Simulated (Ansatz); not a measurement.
# Rb2CoS2: the cost of one run

Program: Ansatz 0.2.0. Level of theory: DFT PBEsol+U (U = 3 eV, J = 0.7 eV on Co d), plane waves, PAW. These are calculated values, not measurements.

2 further runs of the same task are left out: 2 that didn't finish.

### 1 The structure to begin with

The structure is orthorhombic, space group Ibam (No. 72). Conventional cell: a = 7.058 Å, b = 13.250 Å, c = 6.094 Å, α = 90.00°, β = 90.00°, γ = 90.00°. Co (site symmetry 222) is surrounded by 4 S at 2.32 Å. Rb (site symmetry m) has 6 S at 3.33 to 3.64 Å and 2 Co at 3.42 Å as nearest neighbours. S (site symmetry m) has 2 Co at 2.32 Å and 4 Rb at 3.33 to 3.42 Å as nearest neighbours.

Structure file:

```xyz
10
Lattice="-3.5289 6.6249 3.0469 3.5289 -6.6249 3.0469 3.5289 6.6249 -3.0469" Properties=species:S:1:pos:R:3 pbc="T T T"
Co    0.0000    6.6249    1.5234
Co    3.5289    0.0000    1.5234
Rb    2.3618    8.5724    0.0000
Rb    1.1670    1.9475    0.0000
Rb    1.1670   -1.9475    3.0469
Rb    2.3618    4.6774    3.0469
S     2.3124    1.2577    3.0469
S     4.7454    1.2577    0.0000
S     1.2165    5.3671    0.0000
S    -1.2165    5.3671    3.0469
```

### 2 Ferromagnetic start, free, symmetry kept, no search

Contents of input.yaml:

```yaml
crystal:
  lattice:
    - [-3.52888801, 6.62486201, 3.04686]
    - [3.52888801, -6.62486201, 3.04686]
    - [3.52888801, 6.62486201, -3.04686]
  atoms:
    - { symbol: Co, position: [0.75, 0.25, 0.5], spin: 3.0 }
    - { symbol: Co, position: [0.25, 0.75, 0.5], spin: 3.0 }
    - { symbol: Rb, position: [0.646985, 0.334645, 0.98163] }
    - { symbol: Rb, position: [0.146985, 0.165355, 0.31234] }
    - { symbol: Rb, position: [0.353015, 0.665355, 0.01837] }
    - { symbol: Rb, position: [0.853015, 0.834645, 0.68766] }
    - { symbol: S, position: [0.594924, 0.827633, 0.422557] }
    - { symbol: S, position: [0.094924, 0.672367, 0.767291] }
    - { symbol: S, position: [0.405076, 0.172367, 0.577443] }
    - { symbol: S, position: [0.905076, 0.327633, 0.232709] }
basis:
  ecutwfc: 420
  ecutrho_ratio: 4
kpoints:
  mp_grid: { grid: [4, 4, 4] }
hamiltonian:
  xc: pbesol
  hubbard:
    sites:
      - { site: 0, l: d, u: 3.0, j: 0.7 }
      - { site: 1, l: d, u: 3.0, j: 0.7 }
scf:
  occupations: { method: gaussian, width: 0.05 }
  lower_state_search: "off"
  max_iter: 150
output:
  forces: true
  stress: true
  eigenvalues: true
  populations: true
  hubbard: { sites: [{ site: 0, l: d }, { site: 1, l: d }] }
magnetization:
  spin_polarized: true
```

Command:

```
$ ansatz run input.yaml --threads 8 --pin off --max-ram 12288MiB --backend cpu --events-out ev --progress --plain --runs-dir out
```

What time and memory should one allow on 8 threads of Arm Neoverse N1, shared host?

About 18 s, with a peak of 1.5 GiB.
